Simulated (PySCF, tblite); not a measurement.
# C8H14F2: geometry, infrared bands and NMR shifts

Aim: predict the infrared bands and NMR shifts of C8H14F2 (`C/C(F)=C(\CF)C(C)(C)C`).

Computed with tblite 0.8.0 and PySCF 2.14.0, with density-fitted response routines of our own, on a single molecule in the gas phase. Atoms are numbered from 0 throughout.

## 1. The molecule as given

24 atoms, charge 0, multiplicity 1; geometry from: force field or distance geometry start.

Bonds of the start (Å): C0–C1 1.52, C1–F2 1.34, C1–C3 1.32, C3–C4 1.51, C4–F5 1.37, C3–C6 1.46, C6–C7 1.52, C6–C8 1.50, C6–C9 1.52, C0–H10 1.09, C0–H11 1.10, C0–H12 1.09, C4–H13 1.11, C4–H14 1.11, C7–H15 1.12, C7–H16 1.09, C7–H17 1.12, C8–H18 1.11, C8–H19 1.09, C8–H20 1.14, C9–H21 1.11, C9–H22 1.12, C9–H23 1.11.

## 2. Relaxing the molecule with GFN2-xTB

What the job is given:

```
{"job": {"kind": "relax", "xc": "GFN2-xTB", "basis": "xTB"}, "charge": 0, "multiplicity": 1}
C      2.791300     0.707100    -0.569500
C      1.274000     0.827200    -0.546000
F      0.760700     1.921000    -1.125500
C      0.528500    -0.098400     0.031100
C      1.222100    -1.279500     0.668700
F      0.808900    -2.439800     0.066000
C     -0.927500     0.011700     0.064200
C     -1.577000    -1.168600    -0.634100
C     -1.512100     1.202900    -0.630800
C     -1.349800     0.098400     1.520100
H      3.144200     0.682500     0.457500
H      3.169300     1.577100    -1.134500
H      3.099700    -0.177600    -1.123100
H      2.304800    -1.172600     0.454900
H      1.060100    -1.281000     1.769100
H     -2.653800    -0.915200    -0.810000
H     -1.451000    -2.126200    -0.121900
H     -1.063200    -1.241400    -1.629200
H     -1.309400     2.173600    -0.142400
H     -1.326700     1.158300    -1.703100
H     -2.638100     1.065100    -0.537700
H     -0.506800    -0.065500     2.223600
H     -1.679600     1.154200     1.692700
H     -2.180500    -0.593400     1.767500
```

Command:

```bash
OMP_NUM_THREADS=1 python probes_run.py task.json out
```

This one command runs all jobs of the session in turn.

**Question.** This job is followed by: GFN2-xTB harmonic vibrations, gas phase; GIAO PBE0/pcSseg-1 NMR shielding, non-relativistic, gas phase. What will the session give for the following? strongest single infrared mode (GFN2-xTB); zero-point energy (GFN2-xTB); ¹³C shifts against TMS (PBE0/pcSseg-1, means over atoms taken as alike); ¹H shifts against TMS (PBE0/pcSseg-1, means over atoms taken as alike); ¹⁹F shifts against CFCl3 (PBE0/pcSseg-1).

The runs gave:

```
                                                               quantity                                     value
                              strongest single infrared mode (GFN2-xTB)                      3038 cm⁻¹, 97 km/mol
                                           zero-point energy (GFN2-xTB)                            127.2 kcal/mol
¹³C shifts against TMS (PBE0/pcSseg-1, means over atoms taken as alike)  170.2, 126.7, 83.0, 38.1, 31.4, 19.5 ppm
 ¹H shifts against TMS (PBE0/pcSseg-1, means over atoms taken as alike)                      5.14, 2.33, 1.19 ppm
                               ¹⁹F shifts against CFCl3 (PBE0/pcSseg-1)                         -84.2, -245.6 ppm
```

What this shows: The optimisation took 119 steps and gained 0.933 eV; among the close pairs (by a distance rule), C3–C6 changed most, from 1.461 to 1.522 Å. All 66 modes are real, so the xTB geometry is a minimum. GFN2-xTB is a fitted tight-binding method: band positions and strengths are rough. Its intensities can rank the bands wrongly. H13, H14 (mean) (hydrogen on an allylic sp3 CH2 bonded to F) lies farthest downfield among hydrogen, at 5.14 ppm; its carbon carries F, an electronegative neighbour.
